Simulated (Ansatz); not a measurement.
Runs of Ansatz 0.2.0 on CsLiCr2Te2S3. The structure is trigonal, space group P3m1 (No. 156). The conventional cell has a = 3.604 Å, b = 3.604 Å, c = 19.067 Å, α = 90.00°, β = 90.00°, γ = 120.00°. Cs (site symmetry 3m) is surrounded by 3 S at 3.38 Å and 6 Cs at 3.60 Å and 3 Te at 3.77 Å. Li (site symmetry 3m) has 6 S at 2.63 to 2.66 Å as nearest neighbours. Cr (site symmetry 3m) has 3 S at 2.40 Å and 3 Te at 2.74 Å as nearest neighbours. Around Cr (site symmetry 3m) lie 6 S at 2.43 to 2.45 Å. Around Te (site symmetry 3m) lie 6 Te at 3.60 Å and 3 Cs at 3.77 Å. Te (site symmetry 3m) has 3 Cr at 2.74 Å as nearest neighbours. Around S (site symmetry 3m) lie 3 Cr at 2.45 Å and 3 Li at 2.63 Å. Around S (site symmetry 3m) lie 3 Cr at 2.40 Å and 3 Li at 2.66 Å. The cell was built by a generator and needn't be a form met in nature.

| task | level | cell | k mesh | cutoff (eV) | points for each segment of the path | gap on the mesh (eV) | pressure (GPa) | moment (μB) | relaxed volume (Å³/atom) | largest force (eV/Å) |
| --- | --- | --- | --- | --- | --- | --- | --- | --- | --- | --- |
| relaxation of cell and atoms | LDA | relaxed | 6 × 6 × 1 | 420 | - | none | 0.0 | 5.46 | (b) | - |
| band structure | r2SCAN | as given | 9 × 9 × 2 | 500 | 10 | none | 0.2 | 5.63 | - | 0.23 |
| relaxation of cell and atoms | r2SCAN | relaxed | 6 × 6 × 1 | 500 | - | none | 0.0 | 5.96 | 23.29 | - |
| band structure | LDA | as given | 9 × 9 × 2 | 420 | 10 | none | (c) | 5.63 | - | 0.57 |
| relaxation of cell and atoms | r2SCAN+D4 | relaxed | 6 × 6 × 1 | 500 | - | none | 0.0 | (a) | 22.72 | - |

Alike in all rows: potentials or basis Ansatz PAW; spin collinear, ferromagnetic start; smearing fermi-dirac 0.05 eV.

Task: Estimate the missing entries.

Result: (a) 5.99; (b) 20.86; (c) -4.9.

Caveats: only a ferromagnetic start was run, and an antiferromagnetic order may lie lower in energy; the PAW data sets come from PBE, with cores solved anew for the run's functional, which leaves a small shift of forces and pressure; the plane-wave basis is chosen anew once the cell has moved, so the energies of steps on either side of that aren't comparable (some runs); the magnetic or orbital state may not be the lowest (some runs); spin-orbit coupling is left out, which moves the levels of the heavy elements (some runs); pairwise dispersion overbinds metals, which lowers pressure and volume (some runs).

A k mesh can miss the band edges, and the runs leave out spin-orbit coupling on Cs, Te.

A gap of «none» marks a metal or a gap under the smearing width.

Runs at the PBE level aren't shown here.
